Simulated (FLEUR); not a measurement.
TaW:

```
W Ta
1.0
     1.61413   -2.30703    0.00000
     1.61413    2.30703    0.00000
     0.00000    0.00000    4.52140
W Ta
1 1
Direct
  0.50000 0.50000 0.50000
  0.00000 0.00000 0.00000
```

The cell comes from a database or a generator and needn't be the stable form of this composition.

```yaml
Program: FLEUR MaX-R8.1 (later development tree)
Task: single point
Functional: PBEsol
Potentials_or_basis: all-electron
Basis: FLAPW
Kmax: 4.15 1/bohr
k_mesh: 10 × 10 × 6
Occupations: fermi-dirac, width 0.05 eV
Spin: no spin polarisation
Gmax: 12.9 1/bohr
Muffin-tin_radii: W 2.36, Ta 2.36 bohr
lmax: W 10, Ta 10
lnonsphr: W 10, Ta 10
Local_orbitals_a_species: W 4, Ta 4
Max_iterations: 60
Mixing_factor: 0.05
Mixer: Anderson
Mixer_history: 15
```

On this cell: largest force under 0.003 eV/Å; band gap on the k mesh none (metal or under the smearing width).

The same run follows on a disturbed copy (atoms moved at random, drawn with an rms of 0.05 Å):

```
W Ta
1.0
     1.61413   -2.30703    0.00000
     1.61413    2.30703    0.00000
     0.00000    0.00000    4.52140
W Ta
1 1
Direct
  0.50568 0.51184 0.51071
  0.00228 0.00862 0.00728
```

Q: What changes?

A: The energy (extrapolated to zero smearing) moves by +1.0 meV/atom; largest force 0.205 eV/Å; band gap on the k mesh none (metal or under the smearing width).

Forces on the atoms (eV/Å):
```
W   -0.099  0.000 -0.179
Ta   0.099  0.000  0.179
```
